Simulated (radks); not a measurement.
**Dipole-allowed lines with 30 electrons: Ge²⁺, As³⁺, Se⁴⁺, Br⁵⁺, Kr⁶⁺, Rb⁷⁺**

The task here is to estimate one member of a computed series from the others.

Method: scalar-relativistic Kohn-Sham, PBE, spin-polarised, spherical densities, finite nucleus. Code: radks (a radial shooting solver on a logarithmic mesh, Libxc functionals) version 1.

## What is computed

| Property | Result |
| --- | --- |
| species | Ge²⁺ ([Ar] 3d10 4s2), As³⁺ ([Ar] 3d10 4s2), Se⁴⁺ ([Ar] 3d10 4s2), Br⁵⁺ ([Ar] 3d10 4s2), Kr⁶⁺ ([Ar] 3d10 4s2), Rb⁷⁺ ([Ar] 3d10 4s2) |

The first run:

The run's settings:

```text
Z 32
configuration [Ar] 3d10 4s2 4p0 5s0 4d0 4f0
relativity scalar-relativistic
functional pbe,pbe
spin polarised
nucleus finite rms 4.0742 fm
c 137.035999084
response adiabatic LDA kernel, real frequencies
```

Launch:

```console
$ python run_ks.py task.json out
```

All runs below come from this command, one after another.

Among the steps run: Ge²⁺, [Ar] 3d10 4s2; As³⁺, [Ar] 3d10 4s2; Se⁴⁺, [Ar] 3d10 4s2; Br⁵⁺, [Ar] 3d10 4s2; Kr⁶⁺, [Ar] 3d10 4s2; Rb⁷⁺, [Ar] 3d10 4s2.

One table of the session follows, with a row left open; its other results are not shown here.

```
species  −ε(HOMO) (eV)  first line (eV)  strongest line (eV)  static α (bohr³)
   Ge²⁺         29.250           11.713               11.713             10.05
   As³⁺         44.431           14.337               14.337             6.623
   Se⁴⁺              ?                ?                    ?                 ?
   Br⁵⁺         81.036           19.388               19.388             3.467
   Kr⁶⁺         102.32           21.884               21.884             2.658
   Rb⁷⁺         125.52           24.385               24.385             2.091
```

**Question.** Estimate the row for Se⁴⁺.

As computed: −ε(HOMO) (eV): 61.723; first line (eV): 16.880; strongest line (eV): 16.880; static α (bohr³): 4.680. In the column «−ε(HOMO) (eV)» it lies between As³⁺ (44.431) and Br⁵⁺ (81.036).

In words: In Ge²⁺ the response moves the first line 2.270 eV above the bare orbital gap, and the lines found carry 88 % of the static polarisability. Very weak lines can be missed, and lines above minus the highest eigenvalue dissolve into this model's continuum.
